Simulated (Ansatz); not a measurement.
# CH6FNSn (SMILES [CH3][SnH]([NH2])[F]) at 6 levels

We compute a comparison of 6 runs (HF/STO-3G, HF/3-21G, HF/def2-SVP, CAM-B3LYP/STO-3G, PBE0/def2-SVP, SVWN5/def2-SVPD) of CH6FNSn. 

The calculation is run with Ansatz 0.2.0.

5 further runs of the same task are left out: 3 for a known fault of the program, 2 set aside as unsound or not needed.

## 1. Starting point

CH6FNSn: 10 atoms, total charge 0, spin state singlet. SMILES: `[CH3][SnH]([NH2])[F]`. The shape is that of a PBE0-D4/def2-TZVP optimisation. This is one conformer, not always the lowest.

Bond lengths: C1–Sn2 2.121 Å, Sn2–N3 2.000 Å, Sn2–F4 1.931 Å, C1–H5 1.090 Å, C1–H6 1.090 Å, C1–H7 1.089 Å, Sn2–H8 1.704 Å, N3–H9 1.008 Å, N3–H10 1.008 Å. Some angles: C1–Sn2–N3 111.9°, C1–Sn2–F4 103.5°, N3–Sn2–F4 105.0°, C1–Sn2–H8 120.3°, N3–Sn2–H8 111.0°, F4–Sn2–H8 103.2°, Sn2–C1–H5 108.9°, Sn2–C1–H6 110.7°, Sn2–C1–H7 109.4°, Sn2–N3–H9 117.9°.

## 2. Energy and gradient at HF/STO-3G (run 1)

Contents of in.yaml:

```yaml
basis:
  gaussian:
    orbitals: STO-3G
crystal:
  periodic: [false, false, false]
  atoms:
    - {symbol: C, position_ang: [-1.023300, 1.186900, 0.305600]}
    - {symbol: Sn, position_ang: [-0.012600, -0.424100, -0.632800]}
    - {symbol: N, position_ang: [1.522200, -1.085200, 0.465800]}
    - {symbol: F, position_ang: [-1.308600, -1.855400, -0.593400]}
    - {symbol: H, position_ang: [-1.191500, 0.935400, 1.352900]}
    - {symbol: H, position_ang: [-0.432400, 2.100700, 0.242800]}
    - {symbol: H, position_ang: [-1.985300, 1.342500, -0.181300]}
    - {symbol: H, position_ang: [0.413300, -0.329300, -2.280300]}
    - {symbol: H, position_ang: [1.719700, -0.610700, 1.333200]}
    - {symbol: H, position_ang: [2.381600, -1.312000, -0.009700]}
hamiltonian:
  xc: hf
accuracy: high
output: {forces: true, orbitals: {seedname: orbitals}}
```

Launch:

```bash
$ ansatz run in.yaml --threads 1 --pin off --max-ram 2610MiB --events-out events.jsonl --progress --plain --runs-dir runs
```

Log:

```text
Warning: RAYON_NUM_THREADS=1 ignored (pool sized by the plan → 1); use --threads N
Functional definition: HF
  name "HF"
  exchange = exact_x
  correlation = 0
983 factors; integrals over basis functions are off by at most 3.9e-9 eV
mean field evaluation 1: about -167510.8997 eV, gradient 2.1e1 eV
mean field evaluation 2: about -167511.0245 eV, gradient 2.1e1 eV
mean field evaluation 4: about -167513.3503 eV, gradient 1.5e0 eV
mean field evaluation 8: about -167513.3622 eV, gradient 5.7e-5 eV
mean field -167513.36223430 eV, -6156.0025174754 hartree, gradient 9.4e-9 eV, S^2 0.000000; 0 other end points of the search recorded, 0 dependent functions left out
the calculation of the forces begins
reference -167513.36223430 eV, -6156.0025174754 hartree; 39, 39 occupied and 9, 9 virtual orbitals, 983 factors
Total energy: -167513.36223430 eV, -6156.0025174754 hartree
Atom 0 at    -1.023300     1.186900     0.305600 Å, force     0.592172    -0.379070    -0.453056 eV/Å
Atom 1 at    -0.012600    -0.424100    -0.632800 Å, force    -0.132749    -1.573157    -0.466794 eV/Å
Atom 2 at     1.522200    -1.085200     0.465800 Å, force    -1.947243     0.318356    -1.052785 eV/Å
Atom 3 at    -1.308600    -1.855400    -0.593400 Å, force     0.764407     0.779648     0.043431 eV/Å
Atom 4 at    -1.191500     0.935400     1.352900 Å, force    -0.044819     0.350686    -0.371561 eV/Å
Atom 5 at    -0.432400     2.100700     0.242800 Å, force    -0.498951    -0.161341     0.211465 eV/Å
Atom 6 at    -1.985300     1.342500    -0.181300 Å, force     0.305448     0.176010     0.352125 eV/Å
Atom 7 at     0.413300    -0.329300    -2.280300 Å, force    -0.213829     0.286648     1.271762 eV/Å
Atom 8 at     1.719700    -0.610700     1.333200 Å, force     0.480055     0.205327     0.465805 eV/Å
Atom 9 at     2.381600    -1.312000    -0.009700 Å, force     0.695510    -0.003106    -0.000392 eV/Å
Dipole moment:     0.295165     0.507129    -0.099000 e Å
```

Wall time 7.2 s (1 thread of Intel Xeon at 2.50GHz (Skylake/Cascade Lake), shared host); peak memory 0.14 GiB.

## 3. Energy and forces at HF/3-21G (run 2)

Contents of run.yaml:

```yaml
crystal:
  periodic: [false, false, false]
  atoms:
    - {symbol: C, position_ang: [-1.023300, 1.186900, 0.305600]}
    - {symbol: Sn, position_ang: [-0.012600, -0.424100, -0.632800]}
    - {symbol: "N", position_ang: [1.522200, -1.085200, 0.465800]}
    - {symbol: F, position_ang: [-1.308600, -1.855400, -0.593400]}
    - {symbol: H, position_ang: [-1.191500, 0.935400, 1.352900]}
    - {symbol: H, position_ang: [-0.432400, 2.100700, 0.242800]}
    - {symbol: H, position_ang: [-1.985300, 1.342500, -0.181300]}
    - {symbol: H, position_ang: [0.413300, -0.329300, -2.280300]}
    - {symbol: H, position_ang: [1.719700, -0.610700, 1.333200]}
    - {symbol: H, position_ang: [2.381600, -1.312000, -0.009700]}
basis:
  gaussian: {orbitals: 3-21G-spherical.json}
hamiltonian: {xc: hf}
accuracy: high
output: {forces: true, orbitals: {seedname: orbitals}}
```

The basis set 3-21G is read from a file made from the Basis Set Exchange's data (not shown).

Launch:

```bash
$ ansatz run run.yaml --threads 1 --pin off --max-ram 2610MiB --events-out events.jsonl --progress --plain --runs-dir runs
```

Log:

```text
Warning: RAYON_NUM_THREADS=1 ignored (pool sized by the plan → 1); use --threads N
[... 4 set-up lines as earlier in the session ...]
1559 factors; integrals over basis functions are off by at most 1.1e-8 eV
mean field evaluation 1: about -168449.1596 eV, gradient 4.1e1 eV
mean field evaluation 2: about -168449.3954 eV, gradient 4.1e1 eV
mean field evaluation 4: about -168452.5743 eV, gradient 1.9e0 eV
mean field evaluation 8: about -168452.6054 eV, gradient 1.8e-1 eV
mean field evaluation 16: about -168452.6056 eV, gradient 3.3e-8 eV
mean field -168452.60560860 eV, -6190.5190748389 hartree, gradient 3.3e-8 eV, S^2 0.000000; 0 other end points of the search recorded, 0 dependent functions left out
the calculation of the forces begins
reference -168452.60560860 eV, -6190.5190748389 hartree; 39, 39 occupied and 31, 31 virtual orbitals, 1559 factors
Total energy: -168452.60560860 eV, -6190.5190748389 hartree
Atom 0 at    -1.023300     1.186900     0.305600 Å, force     0.006791     0.376606     0.036082 eV/Å
Atom 1 at    -0.012600    -0.424100    -0.632800 Å, force    -0.818842    -1.786122     0.379500 eV/Å
Atom 2 at     1.522200    -1.085200     0.465800 Å, force     0.327405     1.086189    -0.420767 eV/Å
Atom 3 at    -1.308600    -1.855400    -0.593400 Å, force     0.575784     0.614644    -0.040755 eV/Å
Atom 4 at    -1.191500     0.935400     1.352900 Å, force    -0.038269     0.180734    -0.198674 eV/Å
Atom 5 at    -0.432400     2.100700     0.242800 Å, force    -0.257301    -0.073137     0.105427 eV/Å
Atom 6 at    -1.985300     1.342500    -0.181300 Å, force     0.158681     0.112564     0.219770 eV/Å
Atom 7 at     0.413300    -0.329300    -2.280300 Å, force     0.200133     0.234351    -0.400966 eV/Å
Atom 8 at     1.719700    -0.610700     1.333200 Å, force    -0.052929    -0.405455     0.092388 eV/Å
Atom 9 at     2.381600    -1.312000    -0.009700 Å, force    -0.101452    -0.340374     0.227995 eV/Å
Dipole moment:     0.519394     0.781644     0.025829 e Å
```

Wall time 11 s (1 thread of Intel Xeon at 2.50GHz (Skylake/Cascade Lake), shared host); peak memory 0.21 GiB.

Run 3 isn't shown in full; the table further down has it.

## 4. Energy and gradient at CAM-B3LYP/STO-3G (run 4)

in.yaml: that of step 2 with these lines changed.

```diff
@@ -1,4 +1 @@
-basis:
-  gaussian:
-    orbitals: STO-3G
 crystal:
@@ -8,3 +5,3 @@
     - {symbol: Sn, position_ang: [-0.012600, -0.424100, -0.632800]}
-    - {symbol: N, position_ang: [1.522200, -1.085200, 0.465800]}
+    - {symbol: "N", position_ang: [1.522200, -1.085200, 0.465800]}
     - {symbol: F, position_ang: [-1.308600, -1.855400, -0.593400]}
@@ -16,5 +13,8 @@
     - {symbol: H, position_ang: [2.381600, -1.312000, -0.009700]}
+basis:
+  gaussian:
+    orbitals: STO-3G
+accuracy: high
 hamiltonian:
-  xc: hf
-accuracy: high
+  xc: {name: CAM-B3LYP}
 output: {forces: true, orbitals: {seedname: orbitals}}
```

Launch:

```bash
$ ansatz run in.yaml --threads 1 --pin off --max-ram 2610MiB --events-out events.jsonl --progress --plain --runs-dir runs
```

Log:

```text
Warning: RAYON_NUM_THREADS=1 ignored (pool sized by the plan → 1); use --threads N
[... 18 lines left out ...]
Total energy: -167597.54819238 eV, -6159.0962943716 hartree
[... 10 lines left out ...]
Dipole moment:     0.267158     0.403890    -0.057129 e Å
```

Run time: 16 s. Hardware: 1 thread of Intel Xeon at 2.50GHz (Skylake/Cascade Lake), shared host; peak memory 0.21 GiB.

Run 5 isn't shown in full; the table further down has it.

## 5. Energy and gradient at SVWN5/def2-SVPD (core potential) (run 6)

in.yaml: that of step 4 with these lines changed.

```diff
@@ -5,3 +5,3 @@
     - {symbol: Sn, position_ang: [-0.012600, -0.424100, -0.632800]}
-    - {symbol: "N", position_ang: [1.522200, -1.085200, 0.465800]}
+    - {symbol: N, position_ang: [1.522200, -1.085200, 0.465800]}
     - {symbol: F, position_ang: [-1.308600, -1.855400, -0.593400]}
@@ -15,6 +15,6 @@
   gaussian:
-    orbitals: STO-3G
+    orbitals: def2-SVPD
+hamiltonian:
+  xc: {name: SVWN5}
 accuracy: high
-hamiltonian:
-  xc: {name: CAM-B3LYP}
 output: {forces: true, orbitals: {seedname: orbitals}}
```

Launch:

```bash
$ ansatz run in.yaml --threads 1 --pin off --max-ram 2610MiB --events-out events.jsonl --progress --plain --runs-dir runs
```

Log:

```text
Warning: RAYON_NUM_THREADS=1 ignored (pool sized by the plan → 1); use --threads N
Functional definition: SVWN5
  name "SVWN5"
  exchange = slater_x
  correlation = vwn5_c
3093 factors; integrals over basis functions are off by at most 3.3e-9 eV
mean field evaluation 1: about -11103.3384 eV, gradient 9.1e1 eV
mean field evaluation 2: about -11035.1498 eV, gradient 1.8e2 eV
mean field evaluation 4: about -11119.8875 eV, gradient 2.1e1 eV
mean field evaluation 8: about -11120.8943 eV, gradient 1.2e-1 eV
mean field evaluation 16: about -11120.8871 eV, gradient 3.9e-5 eV
mean field -11120.88708335 eV, -408.6850623053 hartree, gradient 3.7e-8 eV, S^2 0.000000; 0 other end points of the search recorded, 0 dependent functions left out
the calculation of the forces begins
reference -11120.88708822 eV, -408.6850624840 hartree; 25, 25 occupied and 118, 118 virtual orbitals, 3093 factors
Total energy: -11120.88708822 eV, -408.6850624840 hartree
Atom 0 at    -1.023300     1.186900     0.305600 Å, force     0.300153    -0.445843    -0.246549 eV/Å
Atom 1 at    -0.012600    -0.424100    -0.632800 Å, force     0.215109     0.725185    -0.024656 eV/Å
Atom 2 at     1.522200    -1.085200     0.465800 Å, force    -0.417615    -0.117173    -0.138922 eV/Å
Atom 3 at    -1.308600    -1.855400    -0.593400 Å, force    -0.493670    -0.536325     0.027462 eV/Å
Atom 4 at    -1.191500     0.935400     1.352900 Å, force    -0.085006    -0.162955     0.547901 eV/Å
Atom 5 at    -0.432400     2.100700     0.242800 Å, force     0.335720     0.462114    -0.047092 eV/Å
Atom 6 at    -1.985300     1.342500    -0.181300 Å, force    -0.513091     0.047486    -0.276643 eV/Å
Atom 7 at     0.413300    -0.329300    -2.280300 Å, force     0.031173    -0.018903    -0.128287 eV/Å
Atom 8 at     1.719700    -0.610700     1.333200 Å, force     0.072956     0.278447     0.630883 eV/Å
Atom 9 at     2.381600    -1.312000    -0.009700 Å, force     0.554270    -0.232033    -0.344098 eV/Å
Dipole moment:     0.440986     0.699802     0.063134 e Å
```

Run time: 38 s. Hardware: 1 thread of Intel Xeon at 2.50GHz (Skylake/Cascade Lake), shared host; peak memory 0.56 GiB.

## 6. All runs side by side

| run | level | core potential | energy (Eh) | dipole moment (D) | HOMO energy (eV) | LUMO energy (eV) | wall time |
| --- | --- | --- | --- | --- | --- | --- | --- |
| 1 | HF/STO-3G | none | -6156.002517 | 2.86 | -7.73 | 10.26 | 7.2 s |
| 2 | HF/3-21G | none | -6190.519075 | 4.51 | -10.53 | 3.94 | 11 s |
| 3 | HF/def2-SVP (core potential) | def2-SVP | -408.461545 | 4.46 | -10.89 | 3.45 | 17 s |
| 4 | CAM-B3LYP/STO-3G | none | -6159.096294 | 2.34 | -4.67 | 7.06 | 16 s |
| 5 | PBE0/def2-SVP (core potential) | def2-SVP | -410.269176 | 4.03 | -7.19 | 0.40 | 25 s |
| 6 | SVWN5/def2-SVPD (core potential) | def2-SVPD | -408.685062 | 3.98 | -6.29 | -1.15 | 38 s |

## 7. Summary of results

| quantity | value |
| --- | --- |
| run 6: total energy | -408.68506 Eh |
| run 6: dipole moment | 3.98 D |
| run 6: HOMO energy | -6.29 eV |
| run 6: LUMO energy | -1.15 eV |
| run 6: HOMO–LUMO gap | 5.14 eV |
| run 6: largest force on an atom | 0.757 eV/Å |

The dipole moment (its size) runs from 2.34 D (CAM-B3LYP/STO-3G) to 4.51 D (HF/3-21G). The two ends differ in method and basis. The HOMO–LUMO gap runs from 5.14 eV (SVWN5/def2-SVPD) to 17.99 eV (HF/STO-3G). The two ends differ in method and basis and core potential. Totals of different functionals can't be ranked against each other. Some runs of one species differ in core potentials or relativity; totals across that change don't compare. In runs 1, 4 the basis is minimal, so the values are rough. In runs 1, 2, 4 relativity is left out where basis or elements ask for it. All runs together took 1.9 min, the longest 38 s.
